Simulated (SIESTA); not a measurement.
The system is SiF.

```
Si F
1.0
     3.02860    0.00000    0.00000
     0.00000    3.02860    0.00000
     0.00000    0.00000    3.02860
Si F
1 1
Direct
  0.50000 0.50000 0.50000
  0.00000 0.00000 0.00000
```

The cell was built by a generator and needn't be a form met in nature.

```yaml
Program: SIESTA 5.4.2
Task: single point
Functional: PBE
Potentials_or_basis: PseudoDojo 0.4 standard (PBE files)
Basis: DZP (energy shift 0.003 Ry)
Grid_cutoff: 800 Ry
Energy_shift: 0.003 Ry
k_mesh: 9 × 9 × 9
Occupations: fermi-dirac, width 0.05 eV
Spin: no spin polarisation
```

On this cell: pressure 0.2 GPa; largest force zero by symmetry; band gap on the k mesh none (metal or under the smearing width).

The same run follows on a disturbed copy (atoms moved at random, drawn with an rms of 0.05 Å):

```
Si F
1.0
     3.02860    0.00000    0.00000
     0.00000    3.02860    0.00000
     0.00000    0.00000    3.02860
Si F
1 1
Direct
  0.49055 0.49260 0.48363
  0.00787 0.98963 0.00204
```

Problem. What does the disturbed cell give?

Solution. The energy (extrapolated to zero smearing) moves by -0.7 meV/atom; pressure 0.2 GPa; largest force 0.040 eV/Å; band gap on the k mesh none (metal or under the smearing width).

Forces on the atoms (eV/Å):
```
Si  -0.027  0.006 -0.029
F    0.027 -0.006  0.029
```

Stress tensor (GPa, compression positive):
```
 0.20  0.01 -0.14
 0.01  0.37  0.02
-0.14  0.02  0.17
```

Caveats: the basis of atomic orbitals isn't converged, which shifts pressures, moduli and gaps; an odd number of electrons without spin polarisation forces a metal; a magnetic or distorted state may lie lower.
